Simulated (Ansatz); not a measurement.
A first try at a convergence test of the plane-wave cutoff of Sb, space group Pm-3m, using Ansatz's Python interface.

Contents of `sb.xyz`:
```text
1
Lattice="3.16 0.0 0.0 0.0 3.16 0.0 0.0 0.0 3.16" Properties=species:S:1:pos:R:3 pbc="T T T"
Sb    0.00000000    0.00000000    0.00000000
```

Script `run_ecut.py`:
```python
"""Convergence of Sb with the plane-wave cutoff."""

import ansatz as az
import matplotlib.pyplot as plt


def main() -> None:
    cell = az.Crystal.from_extxyz("sb.xyz")

    calc = (
        cell.calculation()
        .functional(az.Functional.PBESOL)
        .kpoints(mesh=(7, 7, 7))
        .occupations("cold", width=50 * az.meV)
        .scf(tolerance=1e-07)
        .band_table()
    )

    rows = []
    for value in [250, 325, 400, 475]:
        report = calc.basis(value).run(threads=1).report
        rows.append((value, report["free_energy_ev"] / len(report["lattice"]["sites"]), report.n_iterations, report["gap_by_band_count_ev"], report["n_pw"]))

    print(" cutoff (eV)   F/atom (eV)    iterations  gap by band count (eV)   plane waves")
    for row in rows:
        print(f"{str(row[0]):>12s}  {row[1]:12.5f}  {row[2]:12d}  {row[3]:22.3f}  {row[4]:12d}")

    # differences from the last row
    for row in rows[:-1]:
        shift = 1000 * (row[1] - rows[-1][1])
        print(f"{row[0]}: {shift:+.2f} meV/atom" + ("  (within 2 meV)" if abs(shift) < 2 else ""))
    plt.figure(figsize=(4.5, 3))
    plt.plot([str(row[0]) for row in rows], [1000 * (row[1] - rows[-1][1]) for row in rows], "o-")
    plt.xlabel("cutoff (eV)")
    plt.ylabel("F - F(last) (meV/atom)")
    plt.tight_layout()
    plt.savefig("ecut.png", dpi=100)


if __name__ == "__main__":
    main()
```

```console
$ python run_ecut.py
DeckWarning: basis.ecutwfc = 250 eV is below the records' recommended 420 eV, and the density's cutoff is lower with it unless basis.ecutrho_ratio is high enough to keep the records' density cutoff: compare with a run at a higher cutoff
Traceback (most recent call last):
  File "run_ecut.py", line 41, in <module>
    main()
    ~~~~^^
  File "run_ecut.py", line 22, in main
    rows.append((value, report["free_energy_ev"] / len(report["lattice"]["sites"]), report.n_iterations, report["gap_by_band_count_ev"], report["n_pw"]))
                                                                                    ^^^^^^^^^^^^^^^^^^^
AttributeError: 'dict' object has no attribute 'n_iterations'
```
(Warnings from the package without file and line.)

What is wrong, and how is it mended?

The fault: the report is a dict and is read by key. Mended:

```diff
--- before
+++ after
@@ -21,3 +21,3 @@
         report = calc.basis(value).run(threads=1).report
-        rows.append((value, report["free_energy_ev"] / len(report["lattice"]["sites"]), report.n_iterations, report["gap_by_band_count_ev"], report["n_pw"]))
+        rows.append((value, report["free_energy_ev"] / len(report["lattice"]["sites"]), report["n_iterations"], report["gap_by_band_count_ev"], report["n_pw"]))
```

With that change:

```console
$ python run_ecut.py
DeckWarning: basis.ecutwfc = 250 eV is below the records' recommended 420 eV, and the density's cutoff is lower with it unless basis.ecutrho_ratio is high enough to keep the records' density cutoff: compare with a run at a higher cutoff
DeckWarning: basis.ecutwfc = 325 eV is below the records' recommended 420 eV, and the density's cutoff is lower with it unless basis.ecutrho_ratio is high enough to keep the records' density cutoff: compare with a run at a higher cutoff
DeckWarning: basis.ecutwfc = 400 eV is below the records' recommended 420 eV, and the density's cutoff is lower with it unless basis.ecutrho_ratio is high enough to keep the records' density cutoff: compare with a run at a higher cutoff
 cutoff (eV)   F/atom (eV)    iterations  gap by band count (eV)   plane waves
         250   -6406.95435             6                  -7.848           257
         325   -6408.01774             5                  -7.804           437
         400   -6408.03811             5                  -7.802           587
         475   -6408.03960             5                  -7.801           739
250: +1085.26 meV/atom
325: +21.86 meV/atom
400: +1.49 meV/atom  (within 2 meV)
```
(Warnings from the package without file and line.)

The mesh is modest for a metal, so energies can be off by several to tens of meV an atom and pressures by half a GPa or more; differences at equal mesh fare better. A gap by band count of zero or less means overlapping bands, a metal, and at an odd count of electrons it is no gap at all. This isn't the structure that Sb takes at ambient conditions. Levels are Kohn-Sham eigenvalues on this mesh, without spin-orbit coupling. Shifts are counted from the last row, which is itself no proven limit.

(Lines on the test bed's own set-up are left out of the output.)
